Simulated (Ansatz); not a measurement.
# Pt (fcc type): the cost of one run

Computed with Ansatz 0.2.0 (DFT LDA, with the methods named in each step, unless a step's input says otherwise).

## 1. Starting point

Symmetry: Fm-3m, No. 225, cubic system. The conventional cell has a = 3.895 Å, b = 3.895 Å, c = 3.895 Å, α = 90.00°, β = 90.00°, γ = 90.00°. Pt (site symmetry m-3m) has 12 Pt at 2.75 Å as nearest neighbours.

As a file:

```xyz
1
Lattice="0.0000 1.9474 1.9474 1.9474 0.0000 1.9474 1.9474 1.9474 0.0000" Properties=species:S:1:pos:R:3 pbc="T T T"
Pt    0.0000    0.0000    0.0000
```

The PAW steps are scalar-relativistic and only prepare the cells; LAPW drops relativity.

## 2. Fcc relaxed, PAW

Input file input.yaml:

```yaml
crystal:
  lattice:
    - [0.0, 1.9474215318, 1.9474215318]
    - [1.9474215318, 0.0, 1.9474215318]
    - [1.9474215318, 1.9474215318, 0.0]
  atoms:
    - { symbol: Pt, position: [0.0, 0.0, 0.0] }
kpoints:
  mp_grid: { grid: [18, 18, 18] }
scf:
  occupations: { method: fermi_dirac, width: 0.05 }
hamiltonian:
  xc: lda
  pseudopotentials: { kind: paw }
output:
  forces: true
  stress: true
relax:
  f_tol: 0.005
  max_steps: 40
  cell: {}
```

On the command line:

```bash
$ ansatz run input.yaml --threads 1 --pin off --max-ram 3072MiB --backend cpu --events-out ev --progress --plain --runs-dir out
```

Q: Estimate wall time and peak memory on 1 thread of Arm Neoverse V2, shared host.

About 6.2 s, with a peak of 0.27 GiB.
